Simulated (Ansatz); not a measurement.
**CH6GeTe: basis-set convergence**

One table from this session's results is given with a row withheld; the runs are named, their logs left out.

Method: one geometry, several basis sets; program: Ansatz 0.2.0, Gaussian basis.

Levels to be run: PBE0-D4/def2-SVP; ωB97M-V/def2-SVP; PBE0-D4/def2-QZVPP; ωB97M-V/def2-QZVPP; the functionals' def2-TZVPP values are taken from earlier runs.

### The relaxed structure

All runs share one geometry, relaxed beforehand with PBE0-D4 in a triple-zeta def2 set. Te takes the def2 core potential; no spin-orbit term is included.

SMILES `C[Te][GeH3]`, 9 atoms, charge 0, spin multiplicity 1.

Atoms are counted from 1 here; the program's logs count them from 0.

Bond lengths: C1–Te2 2.149 Å, C1–H4 1.087 Å, C1–H5 1.089 Å, C1–H6 1.087 Å, Te2–Ge3 2.547 Å, Ge3–H7 1.535 Å, Ge3–H8 1.539 Å, Ge3–H9 1.539 Å. Angles: Te2–C1–H4 109.8°, Te2–C1–H5 106.6°, Te2–C1–H6 109.8°, H4–C1–H5 109.8°, H4–C1–H6 111.0°, H5–C1–H6 109.8°, C1–Te2–Ge3 94.1°, Te2–Ge3–H7 107.2°, Te2–Ge3–H8 110.4°, Te2–Ge3–H9 110.4°, H7–Ge3–H8 110.0°, H7–Ge3–H9 110.0°, H8–Ge3–H9 108.8°.

Set-up of the first run:

in.yaml

```yaml
crystal:
  periodic: [false, false, false]
  atoms:
    - {symbol: C, position_ang: [-0.794078, 1.189533, -0.988795]}
    - {symbol: Te, position_ang: [1.269120, 0.615190, -0.807314]}
    - {symbol: Ge, position_ang: [0.808308, -1.165802, 0.953864]}
    - {symbol: H, position_ang: [-1.384421, 0.340918, -1.326150]}
    - {symbol: H, position_ang: [-0.831356, 1.983424, -1.732822]}
    - {symbol: H, position_ang: [-1.158116, 1.562333, -0.034387]}
    - {symbol: H, position_ang: [2.155697, -1.803978, 1.318928]}
    - {symbol: H, position_ang: [-0.147089, -2.235598, 0.396863]}
    - {symbol: H, position_ang: [0.170436, -0.532419, 2.202614]}
basis:
  gaussian: {orbitals: def2-SVP}
hamiltonian: {xc: pbe0, dispersion: d4}
output: {orbitals: {seedname: orbitals}}
```

Among the steps run: PBE0-D4 in def2-SVP; ωB97M-V in def2-SVP; PBE0-D4 in def2-QZVPP; ωB97M-V in def2-QZVPP.

One of the session's tables, all rows but one given; the rest of the session is left out.

It belongs to the step «Functionals by basis». 

```
functional       basis  HOMO (eV)
   PBE0-D4    def2-SVP          ?
   PBE0-D4  def2-TZVPP      -6.06
   PBE0-D4  def2-QZVPP      -6.07
   ωB97M-V    def2-SVP      -8.02
   ωB97M-V  def2-TZVPP      -8.14
   ωB97M-V  def2-QZVPP      -8.15
```

**Question.** Estimate the row for PBE0-D4, def2-SVP.

**Answer.** HOMO (eV): -5.97. In the column «HOMO (eV)» it is the highest.
